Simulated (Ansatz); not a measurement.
What does this script print? It uses the Ansatz DFT code, driven from Python.

The script, `kconv_ti.py`:
```python
"""k-point test for Ti."""

import logging
import sys

import ansatz
from tabulate import tabulate

logging.basicConfig(stream=sys.stdout, format="%(levelname)s:%(name)s:%(message)s")
logger = logging.getLogger("ansatz_job")
logger.setLevel(logging.INFO)

structure = (
    ansatz.Lattice.of((-1.641, 1.641, 1.641), (1.641, -1.641, 1.641), (1.641, 1.641, -1.641))
    .atom("Ti", (0.0, 0.0, 0.0))
)

base = (
    structure.calculation()
    .functional("r2SCAN")
    .occupations("Gaussian", width=0.15)
)

rows = []
for value in [(3, 3, 3), (4, 4, 4), (6, 6, 6), (8, 8, 8), (10, 10, 10), (12, 12, 12)]:
    data = base.kpoints(*value).run(threads=1, backend="cpu").report
    rows.append((value, data["free_energy_ev"] / len(data["lattice"]["sites"]), data["n_iterations"], data["n_kpoints"]))

print(tabulate(rows, headers=["mesh", "F/atom (eV)", "iterations", "k-points"], floatfmt=".4f", tablefmt="github"))

# the last row is the reference
for row in rows[:-1]:
    shift = 1000 * (row[1] - rows[-1][1])
    logger.info(f"{row[0]}: {shift:+.2f} meV/atom" + ("  (within 1 meV)" if abs(shift) < 1 else ""))
```

Output of `python kconv_ti.py`:
```text
DeckWarning: basis.ecutwfc = 500 eV, auto-derived from the records' recommended cutoffs: set by Ti (their level for a meta-GGA)
| mesh         |   F/atom (eV) |   iterations |   k-points |
|--------------|---------------|--------------|------------|
| (3, 3, 3)    |    -2504.2731 |            6 |          4 |
| (4, 4, 4)    |    -2504.3143 |            6 |          8 |
| (6, 6, 6)    |    -2504.2306 |            6 |         16 |
| (8, 8, 8)    |    -2504.2410 |            6 |         29 |
| (10, 10, 10) |    -2504.2433 |            6 |         47 |
| (12, 12, 12) |    -2504.2415 |            6 |         72 |
INFO:ansatz_job:(3, 3, 3): -31.65 meV/atom
INFO:ansatz_job:(4, 4, 4): -72.84 meV/atom
INFO:ansatz_job:(6, 6, 6): +10.90 meV/atom
INFO:ansatz_job:(8, 8, 8): +0.51 meV/atom  (within 1 meV)
INFO:ansatz_job:(10, 10, 10): -1.83 meV/atom
```
(Warnings from the package without file and line.)

Notes:
- The free energy holds a sizeable smearing term, which stands for no physical temperature.
- A row within the bound is followed by one outside it, so the series isn't shown to be converged.
- This isn't the structure that Ti takes at ambient conditions.
- Shifts are counted from the finest mesh, which is itself no proven limit.
- Hardware and time: 6.2 s on 1 thread of Arm Neoverse V1, on a shared host, peak memory 0.3 GiB.
